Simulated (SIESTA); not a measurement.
The system is CsLiCr2Te2S3.

```xyz
9
Lattice="3.6036 0.0000 0.0000 -1.8018 3.1208 0.0000 0.0000 0.0000 19.0665" Properties=species:S:1:pos:R:3 pbc="T T T"
Cs    0.0000    0.0000    7.1307
Li    1.8018    1.0403    0.3064
Cr    0.0000    0.0000   16.5187
Cr    0.0000    2.0805    3.2095
Te    0.0000    2.0805   10.2751
Te    1.8018    1.0403   14.7338
S     0.0000    0.0000    1.9124
S     0.0000    2.0805   17.7166
S     1.8018    1.0403    4.4631
```

The cell was built by a generator and needn't be a form met in nature.

Base run:

| Quantity | Value |
| --- | --- |
| Program | SIESTA 5.4.2 |
| Functional | PBE |
| Potentials or basis | PseudoDojo 0.4 standard (PBE files) |
| Basis | DZP (energy shift 0.003 Ry; two zetas on semicore shells; d shell added on Cs) |
| Grid cutoff | 800 Ry |
| Energy shift | 0.003 Ry |
| k mesh | 9 × 9 × 2 |
| Occupations | fermi-dirac, width 0.05 eV |
| Spin | collinear spin, ferromagnetic start |
| Starting moments | [0.0, 0.0, 3.0, 3.0, 0.0, 0.0, 0.0, 0.0, 0.0] μB |

Its results: band gap on the k mesh none (metal or under the smearing width); pressure 0.6 GPa; net moment 5.65 μB per cell; site moments Cs -0.02; Li -0.06; Cr +3.20, +3.30; Te -0.01, -0.39; S -0.11, -0.12, -0.14 μB; largest force 0.218 eV/Å.

Q: The run is repeated on the same cell with these changes: hubbard terms from none to Cr d U = 6 eV. What comes out?

A: Band gap on the k mesh none (metal or under the smearing width); pressure 5.0 GPa; net moment 6.11 μB per cell; site moments Cs -0.04; Li -0.09; Cr +4.19, +3.94; Te -0.02, -0.64; S -0.41, -0.39, -0.44 μB; largest force 1.285 eV/Å.

Caveats: the basis of atomic orbitals isn't converged, which shifts pressures, moduli and gaps; only a ferromagnetic start was run, and an antiferromagnetic order may lie lower in energy; forces of over 1 eV/Å show positions far from the minimum, so gaps and moduli don't describe the material at rest (some runs).

Not every run made on this cell is shown here.
